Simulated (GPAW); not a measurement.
# MgB (Pm-3m) in GPAW: further runs

Aim: see how the results for MgB move with the level of theory and the settings. Levels: LDA, PBE. Tasks: relaxation of cell and atoms.

All numbers are computed with GPAW 26.7.0; they aren't measurements. Logs are shortened: lines on timing, memory, paths and dates and some standing lists are left out, and cuts for length are marked. The log counts tension as positive stress, the text compression.

## 1. The structure

It takes space group Pm-3m (No. 221, cubic). Conventional cell: a = 2.895 Å, b = 2.895 Å, c = 2.895 Å, α = 90.00°, β = 90.00°, γ = 90.00°. Mg (site symmetry m-3m) has 8 B at 2.51 Å as nearest neighbours. B (site symmetry m-3m) has 8 Mg at 2.51 Å as nearest neighbours.

The cell was built by a generator and needn't be a form met in nature.

## 2. Relaxation of cell and atoms, LDA

run.py reads:

```python
from ase import Atoms
from ase.filters import FrechetCellFilter
from ase.io import write
from ase.optimize import BFGS
from gpaw import GPAW, PW

atoms = Atoms(['Mg', 'B'],
              cell=[[2.89515, 0.0, 0.0],
                    [0.0, 2.89515, 0.0],
                    [0.0, 0.0, 2.89515]],
              scaled_positions=[[0.0, 0.0, 0.0],
                                [0.5, 0.5, 0.5]],
              pbc=True)

calc = GPAW(mode=PW(800),
            xc='LDA',
            kpts={'size': (9, 9, 9), 'gamma': True},
            occupations={'name': 'fermi-dirac', 'width': 0.05},
            nbands=15,
            convergence={'density': 1e-05, 'energy': 1e-05},
            maxiter=150,
            txt='gpaw.txt')
atoms.calc = calc
opt = BFGS(FrechetCellFilter(atoms), trajectory='relax.traj', logfile='-')
done = opt.run(fmax=0.02, steps=60)
calc.write('gs.gpw')
write('result.traj', atoms)
print('Converged:', done)
print('Cell:', atoms.cell.cellpar().round(4))
print('Volume:', round(atoms.get_volume(), 4))
print(atoms.get_scaled_positions().round(5))
```

Potentials or basis: the program's PAW data sets (release 1.2.1) made for this functional, pw.

Launch:

```bash
OMP_NUM_THREADS=1 python run.py
```

gpaw.txt:

```text
__  _  _
 | _ |_)|_||  |
 |__||  | ||/\| - 26.7.0

Input parameters:
  mode=PW(ecut=800.0),
  convergence={'density': 1e-05, 'energy': 1e-05},
  kpts=MonkhorstPack(size=(9, 9, 9), gamma=True),
  maxiter=150,
  nbands=15,
  occupations=Occupations(name='fermi-dirac', width=0.05),
  xc=XC(name='LDA')

Diagonalizing LCAO Hamiltonian
Converting LCAO to pw mode
   .------.
  /|      |
 * |      |
 | | B    |
 | .------.
 |/      /
 Mg-----*

Atoms  # Å, Bohr magnetons
|   | symbol |        x |        y |        z |    initial magnetic moments |
|---|--------|----------|----------|----------|-----------------------------|
| 0 |     Mg | 0.000000 | 0.000000 | 0.000000 | ( 0.0000,  0.0000,  0.0000) |
| 1 |      B | 1.447575 | 1.447575 | 1.447575 | ( 0.0000,  0.0000,  0.0000) |

Unit cell  # Å
| periodic |        x |        y |        z |  lengths |    angles |
|----------|----------|----------|----------|----------|-----------|
|      yes | 2.895150 | 0.000000 | 0.000000 | 2.895150 | 90.000000 |
|      yes | 0.000000 | 2.895150 | 0.000000 | 2.895150 | 90.000000 |
|      yes | 0.000000 | 0.000000 | 2.895150 | 2.895150 | 90.000000 |

Number of symmetries: 48
Symmetry operations  # r_c * U_cc + t_c -> r_c
|    | kind |            matrix            |
|----|------|------------------------------|
|  0 |  E   |  1, 0, 0,  0, 1, 0,  0, 0, 1 |
|  1 |  σ   |  1, 0, 0,  0, 1, 0,  0, 0,-1 |
|  2 |  σ   |  1, 0, 0,  0, 0, 1,  0, 1, 0 |
|  3 |  C4  |  1, 0, 0,  0, 0, 1,  0,-1, 0 |
|  4 |  C4  |  1, 0, 0,  0, 0,-1,  0, 1, 0 |
|  5 |  σ   |  1, 0, 0,  0, 0,-1,  0,-1, 0 |
|  6 |  σ   |  1, 0, 0,  0,-1, 0,  0, 0, 1 |
|  7 |  C2  |  1, 0, 0,  0,-1, 0,  0, 0,-1 |
|  8 |  σ   |  0, 1, 0,  1, 0, 0,  0, 0, 1 |
|  9 |  C2  |  0, 1, 0,  1, 0, 0,  0, 0,-1 |
| 10 |  C3  |  0, 1, 0,  0, 0, 1,  1, 0, 0 |
| 11 |  S6  |  0, 1, 0,  0, 0, 1, -1, 0, 0 |
| 12 |  S6  |  0, 1, 0,  0, 0,-1,  1, 0, 0 |
| 13 |  C3  |  0, 1, 0,  0, 0,-1, -1, 0, 0 |
| 14 |  C4  |  0, 1, 0, -1, 0, 0,  0, 0, 1 |
| 15 |  S4  |  0, 1, 0, -1, 0, 0,  0, 0,-1 |
| 16 |  C3  |  0, 0, 1,  1, 0, 0,  0, 1, 0 |
| 17 |  S6  |  0, 0, 1,  1, 0, 0,  0,-1, 0 |
| 18 |  σ   |  0, 0, 1,  0, 1, 0,  1, 0, 0 |
| 19 |  C4  |  0, 0, 1,  0, 1, 0, -1, 0, 0 |
| 20 |  C2  |  0, 0, 1,  0,-1, 0,  1, 0, 0 |
| 21 |  S4  |  0, 0, 1,  0,-1, 0, -1, 0, 0 |
[... 209 lines left out ...]
Stress tensor  # eV/Ang^3
|        x |        y |        z |
|----------|----------|----------|
| 0.032416 | 0.000000 | 0.000000 |
| 0.000000 | 0.032416 | 0.000000 |
| 0.000000 | 0.000000 | 0.032416 |

Forces  # eV/Ang
|        x |        y |        z |
|----------|----------|----------|
| -0.00000 |  0.00000 |  0.00000 |  # Mg   0
| -0.00000 | -0.00000 | -0.00000 |  # B    1

Interpolating wave functions to new cell
   .------.
  /|      |
 * |      |
 | |  B   |
 | .------.
 |/      /
 Mg-----*

Atoms  # Å, Bohr magnetons
|   | symbol |         x |        y |        z |    initial magnetic moments |
|---|--------|-----------|----------|----------|-----------------------------|
| 0 |     Mg | -0.000000 | 0.000000 | 0.000000 | ( 0.0000,  0.0000,  0.0000) |
| 1 |      B |  1.443514 | 1.443514 | 1.443514 | ( 0.0000,  0.0000,  0.0000) |

Unit cell  # Å
| periodic |        x |        y |        z |  lengths |    angles |
|----------|----------|----------|----------|----------|-----------|
|      yes | 2.887028 | 0.000000 | 0.000000 | 2.887028 | 90.000000 |
|      yes | 0.000000 | 2.887028 | 0.000000 | 2.887028 | 90.000000 |
|      yes | 0.000000 | 0.000000 | 2.887028 | 2.887028 | 90.000000 |

Number of symmetries: 48
Symmetry operations  # r_c * U_cc + t_c -> r_c
|    | kind |            matrix            |
|----|------|------------------------------|
|  0 |  E   |  1, 0, 0,  0, 1, 0,  0, 0, 1 |
|  1 |  σ   |  1, 0, 0,  0, 1, 0,  0, 0,-1 |
|  2 |  σ   |  1, 0, 0,  0, 0, 1,  0, 1, 0 |
|  3 |  C4  |  1, 0, 0,  0, 0, 1,  0,-1, 0 |
|  4 |  C4  |  1, 0, 0,  0, 0,-1,  0, 1, 0 |
|  5 |  σ   |  1, 0, 0,  0, 0,-1,  0,-1, 0 |
|  6 |  σ   |  1, 0, 0,  0,-1, 0,  0, 0, 1 |
|  7 |  C2  |  1, 0, 0,  0,-1, 0,  0, 0,-1 |
|  8 |  σ   |  0, 1, 0,  1, 0, 0,  0, 0, 1 |
|  9 |  C2  |  0, 1, 0,  1, 0, 0,  0, 0,-1 |
| 10 |  C3  |  0, 1, 0,  0, 0, 1,  1, 0, 0 |
| 11 |  S6  |  0, 1, 0,  0, 0, 1, -1, 0, 0 |
| 12 |  S6  |  0, 1, 0,  0, 0,-1,  1, 0, 0 |
| 13 |  C3  |  0, 1, 0,  0, 0,-1, -1, 0, 0 |
| 14 |  C4  |  0, 1, 0, -1, 0, 0,  0, 0, 1 |
| 15 |  S4  |  0, 1, 0, -1, 0, 0,  0, 0,-1 |
| 16 |  C3  |  0, 0, 1,  1, 0, 0,  0, 1, 0 |
| 17 |  S6  |  0, 0, 1,  1, 0, 0,  0,-1, 0 |
| 18 |  σ   |  0, 0, 1,  0, 1, 0,  1, 0, 0 |
| 19 |  C4  |  0, 0, 1,  0, 1, 0, -1, 0, 0 |
| 20 |  C2  |  0, 0, 1,  0,-1, 0,  1, 0, 0 |
| 21 |  S4  |  0, 0, 1,  0,-1, 0, -1, 0, 0 |
[... 204 lines left out ...]
No gap
No difference between direct/indirect transitions

Stress tensor  # eV/Ang^3
|        x |        y |        z |
|----------|----------|----------|
| 0.028529 | 0.000000 | 0.000000 |
| 0.000000 | 0.028529 | 0.000000 |
| 0.000000 | 0.000000 | 0.028529 |

Forces  # eV/Ang
|       x |        y |       z |
|---------|----------|---------|
| 0.00000 |  0.00000 | 0.00000 |  # Mg   0
| 0.00000 | -0.00000 | 0.00000 |  # B    1

Interpolating wave functions to new cell

           B

       Mg

Atoms  # Å, Bohr magnetons
|   | symbol |        x |         y |         z |    initial magnetic moments |
|---|--------|----------|-----------|-----------|-----------------------------|
| 0 |     Mg | 0.000000 | -0.000000 | -0.000000 | ( 0.0000,  0.0000,  0.0000) |
| 1 |      B | 1.415981 |  1.415981 |  1.415981 | ( 0.0000,  0.0000,  0.0000) |

Unit cell  # Å
| periodic |         x |         y |        z |  lengths |    angles |
|----------|-----------|-----------|----------|----------|-----------|
|      yes |  2.831962 |  0.000000 | 0.000000 | 2.831962 | 90.000000 |
|      yes |  0.000000 |  2.831962 | 0.000000 | 2.831962 | 90.000000 |
|      yes | -0.000000 | -0.000000 | 2.831962 | 2.831962 | 90.000000 |

Number of symmetries: 48
Symmetry operations  # r_c * U_cc + t_c -> r_c
|    | kind |            matrix            |
|----|------|------------------------------|
|  0 |  E   |  1, 0, 0,  0, 1, 0,  0, 0, 1 |
|  1 |  σ   |  1, 0, 0,  0, 1, 0,  0, 0,-1 |
|  2 |  σ   |  1, 0, 0,  0, 0, 1,  0, 1, 0 |
|  3 |  C4  |  1, 0, 0,  0, 0, 1,  0,-1, 0 |
|  4 |  C4  |  1, 0, 0,  0, 0,-1,  0, 1, 0 |
|  5 |  σ   |  1, 0, 0,  0, 0,-1,  0,-1, 0 |
|  6 |  σ   |  1, 0, 0,  0,-1, 0,  0, 0, 1 |
|  7 |  C2  |  1, 0, 0,  0,-1, 0,  0, 0,-1 |
|  8 |  σ   |  0, 1, 0,  1, 0, 0,  0, 0, 1 |
|  9 |  C2  |  0, 1, 0,  1, 0, 0,  0, 0,-1 |
| 10 |  C3  |  0, 1, 0,  0, 0, 1,  1, 0, 0 |
| 11 |  S6  |  0, 1, 0,  0, 0, 1, -1, 0, 0 |
| 12 |  S6  |  0, 1, 0,  0, 0,-1,  1, 0, 0 |
| 13 |  C3  |  0, 1, 0,  0, 0,-1, -1, 0, 0 |
| 14 |  C4  |  0, 1, 0, -1, 0, 0,  0, 0, 1 |
| 15 |  S4  |  0, 1, 0, -1, 0, 0,  0, 0,-1 |
| 16 |  C3  |  0, 0, 1,  1, 0, 0,  0, 1, 0 |
| 17 |  S6  |  0, 0, 1,  1, 0, 0,  0,-1, 0 |
| 18 |  σ   |  0, 0, 1,  0, 1, 0,  1, 0, 0 |
| 19 |  C4  |  0, 0, 1,  0, 1, 0, -1, 0, 0 |
| 20 |  C2  |  0, 0, 1,  0,-1, 0,  1, 0, 0 |
| 21 |  S4  |  0, 0, 1,  0,-1, 0, -1, 0, 0 |
[... 187 lines left out ...]
Eigenvalues  # (at kpt = [0.000, 0.000, 0.000])
| band index |      eig [eV] | occ [0-2] |
|------------|---------------|-----------|
|          0 |       -67.930 |     2.000 |
|          1 |       -35.350 |     2.000 |
|          2 |       -35.350 |     2.000 |
|          3 |       -35.350 |     2.000 |
|          4 |        -4.491 |     2.000 |
|          5 |         9.183 |     0.000 |
|          6 |         9.183 |     0.000 |
|          7 |         9.183 |     0.000 |
|          8 |        13.726 |     0.000 |
|          9 |        13.726 |     0.000 |
|         10 |        16.483 |     0.000 |
|         11 |        25.624 |     0.000 |
|         12 |        25.624 |     0.000 |
|        ... |               |           |
|         14 |        28.475 |     0.000 |

No gap
No difference between direct/indirect transitions

Stress tensor  # eV/Ang^3
|         x |         y |         z |
|-----------|-----------|-----------|
| -0.002853 |  0.000000 |  0.000000 |
|  0.000000 | -0.002853 |  0.000000 |
|  0.000000 |  0.000000 | -0.002853 |

Forces  # eV/Ang
|        x |        y |        z |
|----------|----------|----------|
| -0.00000 |  0.00000 |  0.00000 |  # Mg   0
| -0.00000 | -0.00000 | -0.00000 |  # B    1

Interpolating wave functions to new cell

           B

       Mg

Atoms  # Å, Bohr magnetons
|   | symbol |        x |         y |         z |    initial magnetic moments |
|---|--------|----------|-----------|-----------|-----------------------------|
| 0 |     Mg | 0.000000 | -0.000000 | -0.000000 | ( 0.0000,  0.0000,  0.0000) |
| 1 |      B | 1.418335 |  1.418335 |  1.418335 | ( 0.0000,  0.0000,  0.0000) |

Unit cell  # Å
| periodic |         x |        y |         z |  lengths |    angles |
|----------|-----------|----------|-----------|----------|-----------|
|      yes |  2.836671 | 0.000000 | -0.000000 | 2.836671 | 90.000000 |
|      yes | -0.000000 | 2.836671 |  0.000000 | 2.836671 | 90.000000 |
|      yes | -0.000000 | 0.000000 |  2.836671 | 2.836671 | 90.000000 |

Number of symmetries: 48
Symmetry operations  # r_c * U_cc + t_c -> r_c
|    | kind |            matrix            |
|----|------|------------------------------|
|  0 |  E   |  1, 0, 0,  0, 1, 0,  0, 0, 1 |
|  1 |  σ   |  1, 0, 0,  0, 1, 0,  0, 0,-1 |
|  2 |  σ   |  1, 0, 0,  0, 0, 1,  0, 1, 0 |
|  3 |  C4  |  1, 0, 0,  0, 0, 1,  0,-1, 0 |
|  4 |  C4  |  1, 0, 0,  0, 0,-1,  0, 1, 0 |
|  5 |  σ   |  1, 0, 0,  0, 0,-1,  0,-1, 0 |
|  6 |  σ   |  1, 0, 0,  0,-1, 0,  0, 0, 1 |
|  7 |  C2  |  1, 0, 0,  0,-1, 0,  0, 0,-1 |
|  8 |  σ   |  0, 1, 0,  1, 0, 0,  0, 0, 1 |
|  9 |  C2  |  0, 1, 0,  1, 0, 0,  0, 0,-1 |
| 10 |  C3  |  0, 1, 0,  0, 0, 1,  1, 0, 0 |
| 11 |  S6  |  0, 1, 0,  0, 0, 1, -1, 0, 0 |
| 12 |  S6  |  0, 1, 0,  0, 0,-1,  1, 0, 0 |
| 13 |  C3  |  0, 1, 0,  0, 0,-1, -1, 0, 0 |
| 14 |  C4  |  0, 1, 0, -1, 0, 0,  0, 0, 1 |
| 15 |  S4  |  0, 1, 0, -1, 0, 0,  0, 0,-1 |
| 16 |  C3  |  0, 0, 1,  1, 0, 0,  0, 1, 0 |
| 17 |  S6  |  0, 0, 1,  1, 0, 0,  0,-1, 0 |
| 18 |  σ   |  0, 0, 1,  0, 1, 0,  1, 0, 0 |
| 19 |  C4  |  0, 0, 1,  0, 1, 0, -1, 0, 0 |
| 20 |  C2  |  0, 0, 1,  0,-1, 0,  1, 0, 0 |
| 21 |  S4  |  0, 0, 1,  0,-1, 0, -1, 0, 0 |
[... 204 lines left out ...]
No gap
No difference between direct/indirect transitions

Stress tensor  # eV/Ang^3
|        x |        y |        z |
|----------|----------|----------|
| 0.000187 | 0.000000 | 0.000000 |
| 0.000000 | 0.000187 | 0.000000 |
| 0.000000 | 0.000000 | 0.000187 |

Forces  # eV/Ang
|       x |       y |       z |
|---------|---------|---------|
| 0.00000 | 0.00000 | 0.00000 |  # Mg   0
| 0.00000 | 0.00000 | 0.00000 |  # B    1

# Writing to gs.gpw (mode='')
```

Wall time 23 s (1 thread of Arm Neoverse V2, shared host); peak memory 0.18 GiB.

Results:

| Item | Value |
| --- | --- |
| Free energy | -7.7536 eV |
| Relaxed volume | 11.41 Å³/atom |
| Relaxed cell | a = 2.837 Å, b = 2.837 Å, c = 2.837 Å, α = 90.00°, β = 90.00°, γ = 90.00° |
| Space group after relaxing (to 0.05 Å) | Pm-3m (No. 221) |
| Energy gained by relaxing | 11.7 meV/atom |
| Ionic steps | 4 |
| Pressure after relaxing | 0.0 GPa |
| Band gap on the k mesh | none (metal or under the smearing width) |

The path:
```
step  energy change (eV)  largest force (eV/Å)  pressure (GPa)  volume (Å³)
   1              0.0000                0.0000           -5.19        24.27
   2             -0.0060                0.0000           -4.57        24.06
   3             -0.0231                0.0000            0.46        22.71
   4             -0.0234                0.0000           -0.03        22.83
```

Final structure:
```
CELL_PARAMETERS angstrom
2.83667 0.00000 0.00000
0.00000 2.83667 0.00000
0.00000 0.00000 2.83667
ATOMIC_POSITIONS crystal
Mg 0.00000 0.00000 0.00000
B 0.50000 0.50000 0.50000
```

Caveat: later steps reuse the first step's grids.

## 3. Relaxation of cell and atoms, PBE

Changes to run.py since step 2:

```diff
@@ -15,3 +15,3 @@
 calc = GPAW(mode=PW(800),
-            xc='LDA',
+            xc='PBE',
             kpts={'size': (9, 9, 9), 'gamma': True},
```

Potentials or basis: GPAW PAW data sets (gpaw-data 1.2.1), pw.

Launch:

```bash
OMP_NUM_THREADS=1 python run.py
```

Wall time 7.4 s (1 thread of Arm Neoverse V2, shared host); peak memory 0.15 GiB.

Results (log left out):

```yaml
Free_energy: -6.7286 eV
Pressure_after_relaxing: -0.1 GPa
Band_gap_on_the_k_mesh: none (metal or under the smearing width)
```

Final structure:
```
CELL_PARAMETERS angstrom
2.89515 0.00000 0.00000
0.00000 2.89515 0.00000
0.00000 0.00000 2.89515
ATOMIC_POSITIONS crystal
Mg 0.00000 0.00000 0.00000
B 0.50000 0.50000 0.50000
```

Levels at points of the mesh, in eV from the Fermi level:
| k point | band 3 | band 4 | band 5 | band 6 | band 7 | band 8 | band 9 | band 10 |
| --- | --- | --- | --- | --- | --- | --- | --- | --- |
| (0.00, 0.00, 0.00) | -42.19 | -42.19 | -10.89 | 2.37 | 2.37 | 2.37 | 6.90 | 6.90 |

Caveat: the relaxation stopped at its first step, so nothing moved; later steps reuse the first step's grids.
